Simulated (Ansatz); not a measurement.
# C₃H₅F₃O₄S: a ladder of functionals and wavefunction methods

An exercise on one series of results from a longer session: the logs are not shown, and one member is left open.

The runs use Ansatz 0.2.0, Gaussian basis; functionals in def2-TZVPP, the program's frozen cores in correlated methods.

Plan: LDA (SPW92), PBE-D4, revPBE-D4, BLYP-D4, r2SCAN-D4, B97M-V, PBE0-D4, B3LYP-D4, r2SCANh-D4, r2SCAN0-D4, HSE06-D4, BHLYP-D4, CAM-B3LYP-D4, LC-ωPBE, ωB97X-V, ωB97M-V, B2PLYP, PBE-QIDH; CCSD(T)/def2-SVP; CCSD(T)/def2-TZVPP; MP2/def2-QZVPP; extrapolation to the limit; RPA on PBE.

## Structure used throughout

All runs share one geometry, relaxed beforehand with PBE0-D4 in a triple-zeta def2 set.

SMILES `O=S(=O)(OCCO)C(F)(F)F`, 16 atoms, charge 0, spin multiplicity 1.

Atoms are counted from 1 here; the program's logs count them from 0.

Bond lengths: O1–S2 1.416 Å, S2–O3 1.422 Å, S2–O4 1.564 Å, S2–C8 1.847 Å, O4–C5 1.455 Å, C5–C6 1.505 Å, C5–H12 1.091 Å, C5–H13 1.091 Å, C6–O7 1.403 Å, C6–H14 1.093 Å, C6–H15 1.098 Å, O7–H16 0.962 Å, C8–F9 1.329 Å, C8–F10 1.321 Å, C8–F11 1.320 Å. Angles: O1–S2–O3 123.1°, O1–S2–O4 106.9°, O1–S2–C8 106.8°, O3–S2–O4 110.8°, O3–S2–C8 106.6°, O4–S2–C8 100.2°, S2–O4–C5 121.4°, O4–C5–C6 107.0°, O4–C5–H12 109.2°, O4–C5–H13 107.0°, C6–C5–H12 111.6°, C6–C5–H13 111.3°, H12–C5–H13 110.6°, C5–C6–O7 112.8°, C5–C6–H14 107.9°, C5–C6–H15 109.4°, O7–C6–H14 106.9°, O7–C6–H15 111.9° and more.

Coordinates:

| atom | x (Å) | y (Å) | z (Å) |
| --- | --- | --- | --- |
| O1 | 1.3249 | -1.7694 | -1.5944 |
| S2 | 1.3088 | -0.8207 | -0.5432 |
| O3 | 2.2406 | 0.2495 | -0.4493 |
| O4 | -0.1584 | -0.2922 | -0.4312 |
| C5 | -0.4616 | 0.9675 | 0.2310 |
| C6 | -1.5342 | 1.6431 | -0.5807 |
| O7 | -2.7315 | 0.9132 | -0.6132 |
| C8 | 1.4361 | -1.7705 | 1.0360 |
| F9 | 1.2338 | -0.9536 | 2.0641 |
| F10 | 0.5316 | -2.7327 | 1.0665 |
| F11 | 2.6440 | -2.2952 | 1.1270 |
| H12 | 0.4445 | 1.5721 | 0.2821 |
| H13 | -0.8175 | 0.7241 | 1.2328 |
| H14 | -1.7590 | 2.6028 | -0.1079 |
| H15 | -1.1525 | 1.8481 | -1.5894 |
| H16 | -2.5724 | 0.0911 | -1.0857 |

Set-up of the first run:

in.yaml reads:

```yaml
crystal:
  periodic: [false, false, false]
  atoms:
    - {symbol: O, position_ang: [1.324861, -1.769362, -1.594362]}
    - {symbol: S, position_ang: [1.308782, -0.820727, -0.543239]}
    - {symbol: O, position_ang: [2.240608, 0.249497, -0.449323]}
    - {symbol: O, position_ang: [-0.158398, -0.292180, -0.431167]}
    - {symbol: C, position_ang: [-0.461642, 0.967514, 0.230957]}
    - {symbol: C, position_ang: [-1.534178, 1.643087, -0.580677]}
    - {symbol: O, position_ang: [-2.731520, 0.913248, -0.613189]}
    - {symbol: C, position_ang: [1.436140, -1.770477, 1.035983]}
    - {symbol: F, position_ang: [1.233847, -0.953582, 2.064051]}
    - {symbol: F, position_ang: [0.531604, -2.732656, 1.066478]}
    - {symbol: F, position_ang: [2.643969, -2.295207, 1.127004]}
    - {symbol: H, position_ang: [0.444529, 1.572149, 0.282096]}
    - {symbol: H, position_ang: [-0.817527, 0.724070, 1.232833]}
    - {symbol: H, position_ang: [-1.758983, 2.602847, -0.107938]}
    - {symbol: H, position_ang: [-1.152505, 1.848104, -1.589375]}
    - {symbol: H, position_ang: [-2.572387, 0.091074, -1.085731]}
basis:
  gaussian: {orbitals: def2-TZVPP}
hamiltonian: {xc: lda}
output: {orbitals: {seedname: orbitals}}
```

Among the steps run: LDA; PBE-D4 (GGA); revPBE-D4 (GGA); BLYP-D4 (GGA); r2SCAN-D4 (meta-GGA); B97M-V (meta-GGA); PBE0-D4 (hybrid); B3LYP-D4 (hybrid); r2SCANh-D4 (hybrid); r2SCAN0-D4 (hybrid); HSE06-D4 (hybrid); BHLYP-D4 (hybrid); CAM-B3LYP-D4 (range-separated); LC-ωPBE (range-separated); ωB97X-V (range-separated); ωB97M-V (range-separated); B2PLYP (double hybrid); PBE-QIDH (double hybrid).

One of the session's tables, all rows but one given; the rest of the session is left out.

It belongs to the step «Frontier levels by functional». 

| functional | HOMO (eV) | LUMO (eV) | gap (eV) |
| --- | --- | --- | --- |
| LDA (SPW92) | -7.08 | -0.75 | 6.33 |
| PBE-D4 | -6.91 | -0.45 | 6.46 |
| revPBE-D4 | -6.84 | -0.32 | 6.52 |
| BLYP-D4 | -6.84 | -0.38 | 6.46 |
| r2SCAN-D4 | -7.29 | -0.09 | 7.20 |
| B97M-V | -7.44 | -0.09 | 7.36 |
| PBE0-D4 | -8.63 | 0.61 | 9.24 |
| B3LYP-D4 | -8.38 | 0.28 | 8.66 |
| r2SCANh-D4 | -7.93 | 0.30 | 8.23 |
| r2SCAN0-D4 | ? | ? | ? |
| HSE06-D4 | -8.22 | 0.24 | 8.45 |
| BHLYP-D4 | -10.32 | 1.45 | 11.77 |
| CAM-B3LYP-D4 | -10.15 | 1.54 | 11.70 |
| LC-ωPBE | -11.48 | 2.92 | 14.40 |
| ωB97X-V | -11.16 | 2.71 | 13.87 |
| ωB97M-V | -11.09 | 2.30 | 13.39 |

Q: Estimate the row for r2SCAN0-D4 from the others.

Worked estimate for «HOMO (eV)». Against the share of exact exchange, r2SCAN-D4 (0, -7.29), r2SCANh-D4 (0.1, -7.93) give a slope of -6.40 per unit share; at 0.25 the line stands at -8.89.

**Answer.** HOMO (eV): -8.90; LUMO (eV): 0.86; gap (eV): 9.76. In «HOMO (eV)» the line misses by +0.01.
